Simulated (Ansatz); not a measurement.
# BFGeH4: the cost of one run

Program: Ansatz 0.2.0. Level of theory: RKS PBE0-D4/def2-TZVP. These are calculated values, not measurements.

**1. The structure to begin with**

Bond lengths: F1–B2 1.408 Å, B2–Ge3 2.016 Å, B2–H4 1.224 Å, Ge3–H5 1.584 Å, Ge3–H6 1.564 Å, Ge3–H7 1.505 Å. Angles: F1–B2–Ge3 121.4°, F1–B2–H4 120.9°, Ge3–B2–H4 117.7°, B2–Ge3–H5 108.3°, B2–Ge3–H6 109.9°, B2–Ge3–H7 111.5°, H5–Ge3–H6 108.3°, H5–Ge3–H7 108.4°, H6–Ge3–H7 110.4°.

Coordinates:

```xyz
7

F    -1.6242   -1.4719    0.5866
B    -0.3190   -1.1415    0.1741
Ge    0.2263    0.7714   -0.1550
H     0.5330   -2.0084    0.0293
H     1.7540    0.7894   -0.5747
H     0.0690    1.6034    1.1605
H    -0.5779    1.3896   -1.2665
```

**2. End point A**

input.yaml reads:

```yaml
crystal:
  periodic: [false, false, false]
  atoms:
    - { symbol: F, position_ang: [-1.6242, -1.4719, 0.5866] }
    - { symbol: B, position_ang: [-0.319, -1.1415, 0.1741] }
    - { symbol: Ge, position_ang: [0.2263, 0.7714, -0.155] }
    - { symbol: H, position_ang: [0.533, -2.0084, 0.0293] }
    - { symbol: H, position_ang: [1.754, 0.7894, -0.5747] }
    - { symbol: H, position_ang: [0.069, 1.6034, 1.1605] }
    - { symbol: H, position_ang: [-0.5779, 1.3896, -1.2665] }
basis:
  gaussian: { orbitals: def2-TZVP }
hamiltonian:
  xc: pbe0
  dispersion: d4
relax:
  f_tol: 0.015
  max_steps: 40
output:
  orbitals: {}
```

Run with:

```console
ansatz run input.yaml --threads 2 --pin off --max-ram 3072MiB --backend cpu --events-out ev --progress --plain --runs-dir out
```

**Question.** How long does this run take on 2 threads of Arm Neoverse V1, shared host, and how much memory does it need?

About 19 s, with a peak of 0.24 GiB.
